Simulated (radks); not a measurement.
# Excited configurations of Os

One table from this session's results is given with a row withheld; the runs are named, their logs left out.

The numbers are computed with radks (a radial shooting solver on a logarithmic mesh, Libxc functionals) version 1 (scalar-relativistic Kohn-Sham, PBE, spin-polarised, spherical densities, finite nucleus; open shells are filled with parallel spins first), except any that are marked as measured or tabulated.

## The atom as given

| Item | Value |
| --- | --- |
| element | osmium (Z = 76) |
| charge | 0 |
| electrons | 76 |
| configuration | [Xe] 4f14 5d6 6s2 |
| nuclear rms radius | 5.4126 fm |

The outer shells:

Os
```
[Xe] core
4f [↑↓][↑↓][↑↓][↑↓][↑↓][↑↓][↑↓]
5d [↑↓][↑ ][↑ ][↑ ][↑ ]
6s [↑↓]
```

Set-up of the first run:

Settings of this run:

```text
Z 76
configuration [Xe] 4f14 5d6 6s2
relativity scalar-relativistic
functional pbe,pbe
spin polarised
nucleus finite rms 5.4126 fm
c 137.035999084
```

Steps of the session up to this table: Ground configuration: [Xe] 4f14 5d6 6s2.

One of the session's tables, all rows but one given; the rest of the session is left out.

It belongs to the step «Ground configuration: [Xe] 4f14 5d6 6s2». Radial moments (bohr):

```
  level     <r>  outermost maximum (interpolated)  90 % within  nodes
  4f up       ?                                 ?            ?      ?
  5p up   1.173                              1.03         1.71      3
4f down  0.5552                             0.406        0.905      0
5p down   1.166                              1.03         1.70      3
  5d up   1.789                              1.36         2.82      2
  6s up   2.914                              2.44         4.34      5
6s down   3.103                              2.54         4.67      5
5d down   1.875                              1.35         3.04      2
```

Estimate the missing values for 4f up.

**Answer.** <r>: 0.5579; outermost maximum (interpolated): 0.406; 90 % within: 0.912; nodes: 0. In the column «<r>» it lies between 4f down (0.5552) and 5p down (1.166).

To keep in mind: Open shells are spherical and high-spin; term and fine-structure splittings are not resolved.
